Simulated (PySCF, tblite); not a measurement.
# C4H12N2OSi: geometry, infrared bands and NMR shifts

Wanted: the infrared bands and NMR shifts of C4H12N2OSi (`C[C@H](N)C/C=N\[SiH2]O`), by calculation.

Programs: tblite 0.8.0 and PySCF 2.14.0, with density-fitted response routines of our own. Each step states its level of theory. These are calculated values for one molecule in the gas phase, unless marked as measured. Atoms are numbered from 0 throughout.

## Step 1: Starting geometry

20 atoms, charge 0, multiplicity 1; geometry from: force field or distance geometry start.

Bonds of the start (Å): C0–C1 1.53, C1–N2 1.46, C1–C3 1.51, C3–C4 1.48, C4–N5 1.27, N5–Si6 1.76, Si6–O7 1.68, C0–H8 1.11, C0–H9 1.11, C0–H10 1.11, C1–H11 1.08, N2–H12 1.05, N2–H13 1.07, C3–H14 1.14, C3–H15 1.07, C4–H16 1.10, Si6–H17 1.49, Si6–H18 1.47, O7–H19 1.01.

## Step 2: Relaxing the molecule with GFN2-xTB

Job settings and geometry (Å):

```
{"job": {"kind": "relax", "xc": "GFN2-xTB", "basis": "xTB"}, "charge": 0, "multiplicity": 1}
C     -2.290500     0.431200     0.450200
C     -0.979400     0.975400    -0.116100
N     -0.898900     0.382900    -1.451600
C      0.150300     0.383300     0.698600
C      0.054000    -1.090900     0.563800
N      1.009200    -1.699400    -0.016900
Si     2.472400    -0.969800    -0.660200
O      2.307300     0.519700    -1.427100
H     -2.530500    -0.564500     0.021700
H     -3.091000     1.127100     0.125500
H     -2.236500     0.373500     1.558200
H     -0.978800     2.054300    -0.174500
H     -0.895900    -0.662900    -1.388800
H     -1.788400     0.593600    -2.007700
H     -0.143000     0.587200     1.780000
H      1.123700     0.822300     0.578700
H     -0.806500    -1.668600     0.918800
H      3.556100    -0.846800     0.355800
H      3.011900    -1.901000    -1.666600
H      2.949300     1.163900    -0.989600
```

Command:

```
> OMP_NUM_THREADS=1 python probes_run.py task.json out
```

This one command runs all jobs of the session in turn.

**Question.** This job is followed by: GFN2-xTB harmonic vibrations, gas phase; GIAO PBE0/pcSseg-1 NMR shielding, non-relativistic, gas phase. What will the session give for the following? strongest single infrared mode (GFN2-xTB); zero-point energy (GFN2-xTB); 13C shifts against TMS (PBE0/pcSseg-1); 1H shifts against TMS (PBE0/pcSseg-1, means over atoms taken as alike); 15N shifts against NH3 (PBE0/pcSseg-1); 29Si shifts against TMS (PBE0/pcSseg-1); 17O shifts against H2O (PBE0/pcSseg-1); surface potential, 1st and 99th percentile.

**Answer**, as computed:

| quantity | value |
| --- | --- |
| strongest single infrared mode (GFN2-xTB) | 3233 cm⁻¹, 483 km/mol |
| zero-point energy (GFN2-xTB) | 101.0 kcal/mol |
| 13C shifts against TMS (PBE0/pcSseg-1) | 180.8, 51.7, 49.2, 28.4 ppm |
| 1H shifts against TMS (PBE0/pcSseg-1, means over atoms taken as alike) | 9.06, 6.36, 5.65, 5.27, 3.11, 2.61, 2.55, 1.40, 1.04 ppm |
| 15N shifts against NH3 (PBE0/pcSseg-1) | 431.8, 64.9 ppm |
| 29Si shifts against TMS (PBE0/pcSseg-1) | -41.2 ppm |
| 17O shifts against H2O (PBE0/pcSseg-1) | 60.5 ppm |
| surface potential, 1st and 99th percentile | -1.81 V and 1.73 V |

**Reading.** The optimisation took 158 steps and gained 1.352 eV; among the close pairs (by a distance rule), Si6–O7 changed most, from 1.683 to 1.625 Å. All 54 modes are real, so the xTB geometry is a minimum. The strongest single mode, at 3233 cm⁻¹, moves mainly H19. Unscaled tight-binding wavenumbers are off by several per cent, some by more. Its intensities can rank the bands wrongly. At PBE0/pcSseg-1: The widest tensor belongs to N5: span 776 ppm, with a paramagnetic part of -495 ppm. At PBE0/pcSseg-1, counted by nearest atom on the grid, the HOMO lies on N5 61 %; H16 9 %, the LUMO on C4 33 %; N5 30 %.
